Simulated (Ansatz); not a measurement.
Write a Python script for Ansatz 0.2.0, Python API that makes a ranking of structure types by relaxed energy of AlOs on several prototypes. Use (first run): r2SCAN, PAW, cutoff 600 eV, 7×7×7 k-points, Fermi-Dirac smearing of 0.1 eV.

The script, `prototypes_alos.py`:
```python
import ansatz
import numpy as np
import spglib


def rocksalt(A, B, a):
    return (
        ansatz.Lattice.fcc(a)
        .space_group(225)
        .atom(A, (0, 0, 0))
        .atom(B, (0.5, 0.5, 0.5))
        .primitive()
    )


def wurtzite(first, second, a):
    return (
        ansatz.Lattice.from_parameters(a, a, 1.633 * a, alpha=90, beta=90, gamma=120)
        .space_group(186)
        .atom(first, (1 / 3, 2 / 3, 0))
        .atom(second, (1 / 3, 2 / 3, 0.375))
    )


def cscl(A, B, a):
    return (
        ansatz.Lattice.cubic(a)
        .space_group(221)
        .atom(A, (0, 0, 0))
        .atom(B, (0.5, 0.5, 0.5))
    )


def zincblende(A, B, a):
    return (
        ansatz.Lattice.fcc(a)
        .space_group(216)
        .atom(A, (0, 0, 0))
        .atom(B, (0.25, 0.25, 0.25))
        .primitive()
    )


def compute(name, crystal):
    calc = crystal.calculation()
    calc = calc.functional("r2scan")
    calc = calc.basis(600)
    calc = calc.kpoints(spacing=0.33)
    calc = calc.occupations("fermi_dirac", width=0.1)
    calc = calc.stress()
    calc = calc.band_table()
    calc = calc.relax(force_tolerance=0.01, max_steps=40, cell=True)
    return calc.run()

def relaxed_twice(name, crystal):
    # the second pass draws mesh and plane waves anew for the relaxed cell
    first = compute(name, crystal)
    again = ansatz.Crystal(lattice=ansatz.Lattice.of(first.lattice.cell_ang))
    for site in first.report["lattice"]["sites"]:
        again = again.atom(site["symbol"], site["position_frac"])
    return compute(name, again)


def volume_per_atom(outcome):
    return abs(np.linalg.det(outcome.lattice.cell_ang)) / len(outcome.lattice.sites)


def space_group(outcome):
    sites = outcome.report["lattice"]["sites"]
    kinds = sorted({site["symbol"] for site in sites})
    cell = (outcome.lattice.cell_ang, [site["position_frac"] for site in sites], [kinds.index(site["symbol"]) for site in sites])
    return spglib.get_spacegroup(cell, symprec=0.01)


def pressure_gpa(outcome):
    return float(np.trace(outcome.report["stress_gpa"]) / 3)


def main() -> None:
    phases = {}
    phases["rocksalt"] = rocksalt("Al", "Os", 4.88)
    phases["wurtzite"] = wurtzite("Al", "Os", 3.68)
    phases["CsCl"] = cscl("Al", "Os", 3.0)
    phases["zincblende"] = zincblende("Al", "Os", 5.21)

    done = {}
    for name, crystal in phases.items():
        done[name] = relaxed_twice(name, crystal)
        print(f"{name}: {done[name].report['energy_sigma0_ev']:.4f} eV, {len(done[name].lattice.sites)} atoms")

    energy = {name: o.report["energy_sigma0_ev"] / len(o.lattice.sites) for name, o in done.items()}
    lowest = min(energy.values())
    rows = [(name, len(o.lattice.sites), 1000 * (energy[name] - lowest), volume_per_atom(o), space_group(o), pressure_gpa(o)) for name, o in done.items()]
    rows.sort(key=lambda row: row[2])
    print("     phase       atoms  dE (meV/atom)  V (A^3/atom)  space group     P (GPa)")
    for row in rows:
        print(f"{str(row[0]):>10}  {row[1]:10d}  {row[2]:13.1f}  {row[3]:12.3f}  {str(row[4]):>11}  {row[5]:10.2f}")


if __name__ == "__main__":
    main()
```

```console
$ python prototypes_alos.py
rocksalt: -11936.4411 eV, 2 atoms
wurtzite: -23874.9305 eV, 4 atoms
CsCl: -11938.9485 eV, 2 atoms
zincblende: -11934.6753 eV, 2 atoms
     phase       atoms  dE (meV/atom)  V (A^3/atom)  space group     P (GPa)
      CsCl           2            0.0        13.467  Pm-3m (221)       -0.00
  wurtzite           4          741.6        15.103  P6_3mc (186)        0.00
  rocksalt           2         1253.7        15.654  Fm-3m (225)        0.00
zincblende           2         2136.6        21.703  F-43m (216)       -0.02
```

Caveats:
- Absolute energies stand on the zero of these potentials, so only differences at equal settings mean something.
- For the metals among these phases the mesh is modest: differences between phases can be off by up to 40 meV an atom.
- Pressure is positive in compression.
- Spin-orbit coupling, which matters for elements this heavy, is left out.
- The cells are built on prototypes, so most aren't the phase found in nature. Rows bear the name of their start, and a relaxation keeps or raises the symmetry. Differences under about 40 meV an atom lie within the error of mesh and functional.
- Run time: 2.9 min on 1 thread of Intel(R) Xeon(R) 6975P-C (Granite Rapids) (shared host), peak memory 0.64 GiB.

(Lines on the test bed's own set-up are left out of the output.)
